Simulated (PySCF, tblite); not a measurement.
# C₅H₉OS radical: geometry, infrared bands and EPR parameters

What infrared bands and EPR parameters should C₅H₉OS radical (`[CH2][C@H](SC)C(C)=O`) show?

The runs use tblite 0.8.0 and PySCF 2.14.0, with density-fitted response routines of our own; the level of theory stands in each step. All values are computed, except where a source is named. Atoms are numbered from 0 throughout.

## 1. Starting geometry

16 atoms, charge 0, multiplicity 2; geometry from: force field or distance geometry start.

Bonds of the start (Å): C0–C1 1.49, C1–S2 1.81, S2–C3 1.82, C1–C4 1.55, C4–C5 1.51, C4–O6 1.22, C0–H7 1.09, C0–H8 1.09, C1–H9 1.09, C3–H10 1.10, C3–H11 1.09, C3–H12 1.10, C5–H13 1.09, C5–H14 1.10, C5–H15 1.08.

## 2. Relaxing the molecule with GFN2-xTB

The job: settings as JSON, then the geometry in Å.

```
{"job": {"kind": "relax", "xc": "GFN2-xTB", "basis": "xTB"}, "charge": 0, "multiplicity": 2}
C     -0.486800     1.637600     1.051600
C      0.371600     0.842900     0.135600
S     -0.324700     0.820400    -1.532000
C     -1.837000    -0.147500    -1.262000
C      0.629800    -0.595800     0.645200
C      1.901000    -1.251000     0.164000
O     -0.157600    -1.205300     1.356400
H     -0.599300     2.712500     0.905100
H     -1.024600     1.167700     1.872700
H      1.343100     1.342800     0.101600
H     -2.460900     0.285800    -0.473300
H     -2.422100    -0.176300    -2.177500
H     -1.590800    -1.185100    -0.984700
H      2.010400    -2.234800     0.631400
H      2.760000    -0.629800     0.460400
H      1.880300    -1.375200    -0.905800
```

On the command line:

```
$ OMP_NUM_THREADS=1 python probes_run.py task.json out
```

The driver reads the jobs from task.json and runs them one after another.

**Question.** This job is followed by: GFN2-xTB harmonic vibrations, gas phase; UKS B3LYP, pcH-1 on C H O S, non-relativistic, mean-field spin-orbit, GIAO. Predict these results of the whole session: strongest single infrared mode (GFN2-xTB); zero-point energy (GFN2-xTB); g(iso) (B3LYP); ⟨S²⟩; largest a(iso) (averaged by class); surface potential, 1st and 99th percentile.

**Answer**, as computed:

| quantity | value |
| --- | --- |
| strongest single infrared mode (GFN2-xTB) | 1732 cm⁻¹, 308 km/mol |
| zero-point energy (GFN2-xTB) | 78.0 kcal/mol |
| g(iso) (B3LYP) | 2.00660 |
| ⟨S²⟩ | 0.762 (exact 0.75) |
| largest a(iso) (averaged by class) | 13C on C0, 69.2 MHz |
| surface potential, 1st and 99th percentile | -1.60 V and 1.17 V |

**Reading.** The optimisation took 103 steps and gained 0.374 eV; among the close pairs (by a distance rule), C1–S2 changed most, from 1.807 to 2.052 Å. No mode is imaginary among the 42: a minimum at this level. The strongest single mode, at 1732 cm⁻¹, moves mainly C4 and O6. GFN2-xTB is a fitted tight-binding method: band positions and strengths are rough. Its intensities can rank the bands wrongly. C0 carries the largest spin population, 0.88 e. The isotropic g lies 4.3 ppt above the free-electron value.
